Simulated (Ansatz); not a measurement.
**Alloy of InP and GaP (28 of 64 In sites exchanged), 128 atoms**

How does this alloy cell relax, and what gap do PBEsol and HSE06 with spin–orbit coupling give?

Method: density functional theory in Ansatz 0.2.0, PAW datasets, plane waves.

## Step 1: Starting point

128 atoms (36 In, 28 Ga, 64 P); a = 16.079 Å, b = 16.079 Å, c = 16.079 Å, α = 60.00°, β = 60.00°, γ = 60.00°. All atoms were shaken off their sites by about 0.02 Å along each axis; atoms next to an added one may be pushed further to make room.

Steps to follow: (2) PBEsol cell relaxation at the single k point (½, ½, ½), on 1 × NVIDIA GB200 with 8 threads of Arm Neoverse-V2; (3) HSE06 with spin–orbit coupling single point at the Γ point alone, on 1 × NVIDIA GB200 with 8 threads of Arm Neoverse-V2.

## Step 2: PBEsol relaxation of the cell and the positions

in.yaml reads:

```yaml
crystal:
  lattice:
    - [0.000000, 11.369240, 11.369240]
    - [11.369240, 0.000000, 11.369240]
    - [11.369240, 11.369240, 0.000000]
  atoms:
    - { symbol: In, position: [0.001088, 0.999385, 0.997506] }
    - { symbol: In, position: [0.249107, 0.249244, 0.251331] }
    - { symbol: In, position: [0.750733, 0.250317, 0.248937] }
    - { symbol: In, position: [0.249324, 0.249666, 0.751922] }
    - { symbol: In, position: [0.502152, 0.498564, 0.499203] }
    - { symbol: In, position: [0.751135, 0.748492, 0.249817] }
    - { symbol: In, position: [0.748468, 0.250034, 0.750471] }
    - { symbol: In, position: [0.250810, 0.752958, 0.749113] }
    - { symbol: In, position: [0.748359, 0.748397, 0.752156] }
    - { symbol: In, position: [0.001060, 0.000368, 0.249404] }
    - { symbol: In, position: [0.501721, 0.999988, 0.244892] }
    - { symbol: In, position: [0.751155, 0.251970, 0.999859] }
    - { symbol: In, position: [0.000385, 0.499711, 0.250437] }
    - { symbol: In, position: [0.499758, 0.502091, 0.250176] }
    - { symbol: In, position: [0.750931, 0.250653, 0.498834] }
    - { symbol: In, position: [0.247176, 0.749689, 0.502067] }
    - { symbol: In, position: [0.499545, 0.499782, 0.751752] }
    - { symbol: In, position: [0.749128, 0.752137, 0.497419] }
    - { symbol: In, position: [0.998392, 0.249466, 0.000652] }
    - { symbol: In, position: [0.250376, 0.000644, 0.247043] }
    - { symbol: In, position: [0.499090, 0.252320, 0.998348] }
    - { symbol: In, position: [0.748033, 0.000374, 0.251288] }
    - { symbol: In, position: [0.000480, 0.750572, 0.998917] }
    - { symbol: In, position: [0.000124, 0.250034, 0.501363] }
    - { symbol: In, position: [0.499941, 0.749992, 0.001259] }
    - { symbol: In, position: [0.752430, 0.499859, 0.248769] }
    - { symbol: In, position: [0.997129, 0.750932, 0.503095] }
    - { symbol: In, position: [0.748992, 0.499480, 0.751139] }
    - { symbol: In, position: [0.248839, 0.002846, 0.001156] }
    - { symbol: In, position: [0.748906, 0.500476, 0.000390] }
    - { symbol: In, position: [0.749123, 0.997796, 0.501685] }
    - { symbol: In, position: [0.999567, 0.751931, 0.249654] }
    - { symbol: In, position: [0.249997, 0.499310, 0.499004] }
    - { symbol: In, position: [0.500860, 0.253105, 0.746753] }
    - { symbol: In, position: [0.749906, 0.499777, 0.500663] }
    - { symbol: In, position: [0.998824, 0.748554, 0.750756] }
    - { symbol: Ga, position: [0.499638, 0.997407, 0.003266] }
    - { symbol: Ga, position: [0.999408, 0.499911, 0.000469] }
    - { symbol: Ga, position: [0.001378, 0.000544, 0.498351] }
    - { symbol: Ga, position: [0.500448, 0.500144, 0.002044] }
    - { symbol: Ga, position: [0.501472, 0.000973, 0.497436] }
    - { symbol: Ga, position: [0.001916, 0.498244, 0.497959] }
    - { symbol: Ga, position: [0.250509, 0.751231, 0.247243] }
    - { symbol: Ga, position: [0.252144, 0.248023, 0.001941] }
    - { symbol: Ga, position: [0.251994, 0.751836, 0.997384] }
    - { symbol: Ga, position: [0.000449, 0.996777, 0.752918] }
    - { symbol: Ga, position: [0.249188, 0.250392, 0.500291] }
    - { symbol: Ga, position: [0.750184, 0.752427, 0.999457] }
    - { symbol: Ga, position: [0.498797, 0.999338, 0.752057] }
    - { symbol: Ga, position: [0.000132, 0.497860, 0.749378] }
    - { symbol: Ga, position: [0.253665, 0.497723, 0.250023] }
    - { symbol: Ga, position: [0.250917, 0.001096, 0.748190] }
    - { symbol: Ga, position: [0.504299, 0.248949, 0.496921] }
    - { symbol: Ga, position: [0.750094, 0.998608, 0.749811] }
    - { symbol: Ga, position: [0.251807, 0.500609, 0.749642] }
    - { symbol: Ga, position: [0.499035, 0.751327, 0.499028] }
    - { symbol: Ga, position: [0.748810, 0.999313, 0.003126] }
    - { symbol: Ga, position: [0.999497, 0.248708, 0.251380] }
    - { symbol: Ga, position: [0.247566, 0.502557, 0.999561] }
    - { symbol: Ga, position: [0.252527, 0.998661, 0.498005] }
    - { symbol: Ga, position: [0.502158, 0.249802, 0.248456] }
    - { symbol: Ga, position: [0.999916, 0.249129, 0.750607] }
    - { symbol: Ga, position: [0.498875, 0.750178, 0.249345] }
    - { symbol: Ga, position: [0.499712, 0.748778, 0.750335] }
    - { symbol: P, position: [0.064550, 0.060431, 0.061010] }
    - { symbol: P, position: [0.562752, 0.063455, 0.062833] }
    - { symbol: P, position: [0.059606, 0.565781, 0.062739] }
    - { symbol: P, position: [0.062362, 0.063902, 0.561500] }
    - { symbol: P, position: [0.312259, 0.310967, 0.314195] }
    - { symbol: P, position: [0.563307, 0.561314, 0.061362] }
    - { symbol: P, position: [0.562331, 0.061085, 0.563485] }
    - { symbol: P, position: [0.810139, 0.314744, 0.312012] }
    - { symbol: P, position: [0.061201, 0.561682, 0.561607] }
    - { symbol: P, position: [0.312792, 0.812530, 0.311550] }
    - { symbol: P, position: [0.310840, 0.314060, 0.811006] }
    - { symbol: P, position: [0.563778, 0.561614, 0.559930] }
    - { symbol: P, position: [0.810966, 0.810389, 0.316097] }
    - { symbol: P, position: [0.809373, 0.313198, 0.812706] }
    - { symbol: P, position: [0.313313, 0.812898, 0.811282] }
    - { symbol: P, position: [0.812367, 0.812733, 0.814179] }
    - { symbol: P, position: [0.060634, 0.064240, 0.312240] }
    - { symbol: P, position: [0.314061, 0.312742, 0.059335] }
    - { symbol: P, position: [0.564358, 0.061443, 0.311781] }
    - { symbol: P, position: [0.810025, 0.314061, 0.063590] }
    - { symbol: P, position: [0.060968, 0.561001, 0.313096] }
    - { symbol: P, position: [0.312316, 0.810210, 0.065771] }
    - { symbol: P, position: [0.063154, 0.062964, 0.815583] }
    - { symbol: P, position: [0.311877, 0.312835, 0.563755] }
    - { symbol: P, position: [0.564730, 0.563247, 0.308032] }
    - { symbol: P, position: [0.813260, 0.809545, 0.063171] }
    - { symbol: P, position: [0.562133, 0.063295, 0.812840] }
    - { symbol: P, position: [0.815109, 0.311023, 0.562367] }
    - { symbol: P, position: [0.060161, 0.563019, 0.814197] }
    - { symbol: P, position: [0.313321, 0.811431, 0.562559] }
    - { symbol: P, position: [0.563063, 0.561521, 0.813051] }
    - { symbol: P, position: [0.811130, 0.811372, 0.563831] }
    - { symbol: P, position: [0.064266, 0.309705, 0.063648] }
    - { symbol: P, position: [0.311971, 0.064062, 0.310170] }
    - { symbol: P, position: [0.562233, 0.313629, 0.063406] }
    - { symbol: P, position: [0.813233, 0.064702, 0.311385] }
    - { symbol: P, position: [0.063839, 0.815046, 0.059683] }
    - { symbol: P, position: [0.063299, 0.309011, 0.561381] }
    - { symbol: P, position: [0.309941, 0.560596, 0.314209] }
    - { symbol: P, position: [0.559955, 0.812067, 0.062973] }
    - { symbol: P, position: [0.312042, 0.062971, 0.811397] }
    - { symbol: P, position: [0.560260, 0.311456, 0.563766] }
    - { symbol: P, position: [0.811752, 0.562485, 0.314291] }
    - { symbol: P, position: [0.811103, 0.064270, 0.814258] }
    - { symbol: P, position: [0.063626, 0.813853, 0.558848] }
    - { symbol: P, position: [0.311413, 0.562598, 0.811325] }
    - { symbol: P, position: [0.561565, 0.809562, 0.566357] }
    - { symbol: P, position: [0.813033, 0.562474, 0.812327] }
    - { symbol: P, position: [0.311452, 0.065002, 0.060953] }
    - { symbol: P, position: [0.813037, 0.059912, 0.062979] }
    - { symbol: P, position: [0.058753, 0.315020, 0.312608] }
    - { symbol: P, position: [0.309132, 0.562675, 0.062120] }
    - { symbol: P, position: [0.313519, 0.063026, 0.562920] }
    - { symbol: P, position: [0.562400, 0.312844, 0.312543] }
    - { symbol: P, position: [0.811693, 0.562107, 0.063124] }
    - { symbol: P, position: [0.811437, 0.064746, 0.562033] }
    - { symbol: P, position: [0.062524, 0.815263, 0.313027] }
    - { symbol: P, position: [0.063448, 0.310354, 0.812920] }
    - { symbol: P, position: [0.312493, 0.561900, 0.563617] }
    - { symbol: P, position: [0.563398, 0.814834, 0.310245] }
    - { symbol: P, position: [0.563077, 0.317149, 0.810756] }
    - { symbol: P, position: [0.813647, 0.563319, 0.560723] }
    - { symbol: P, position: [0.062058, 0.812937, 0.811970] }
    - { symbol: P, position: [0.561987, 0.812825, 0.812535] }
kpoints:
  mp_grid: { grid: [1, 1, 1], shift: [0.5, 0.5, 0.5] }
hamiltonian:
  xc: pbesol
scf:
  occupations: { method: fermi_dirac, width: 0.01 }
relax:
  f_tol: 0.03
  max_steps: 80
  escape_saddle: false
  adjacent_minimum: "off"
  cell: { fix: [shape] }
output:
  forces: true
  eigenvalues: true
  populations: true
```

Launch:

```console
ansatz run in.yaml --threads 8 --pin off --max-ram 118750MiB --runs-dir r --events-out ev --progress --plain --backend cuda --devices 0, --max-vram 170GiB
```

Further steps of the session: HSE06 with spin–orbit coupling single point.

What does the calculation give? Wanted: for each run, top filled to lowest empty.

**Answer**, as computed:

```
                         level          time   k points  top filled to lowest empty (eV)
            PBEsol, relaxation   8.6 s (GPU)  (½, ½, ½)                             1.53
HSE06 with spin–orbit coupling  25 min (GPU)          Γ                             1.79
```

| quantity | value |
| --- | --- |
| relaxation | 5 recorded steps, 7.13 eV gained |
| largest shift | 0.22 Å (P120) |
| relaxed cell | a = 16.080 Å, b = 16.080 Å, c = 16.080 Å, α = 60.00°, β = 60.00°, γ = 60.00° |
| mean bonds | Ga–P 2.385, In–P 2.526 Å |

**In words.** The relaxation lowers the energy by 7.13 eV; the largest shift is 0.22 Å (P120), while the volume changes by +0.0 %. Part of this undoes the random shake of the start. The mean lengths of the listed bonds run from Ga–P 2.38 Å to In–P 2.53 Å. The relaxation ran on other k points, so part of any difference from the later rows can come from the mesh. With one k point the spacing samples only the states that fold onto it, so it can exceed the gap over the zone.
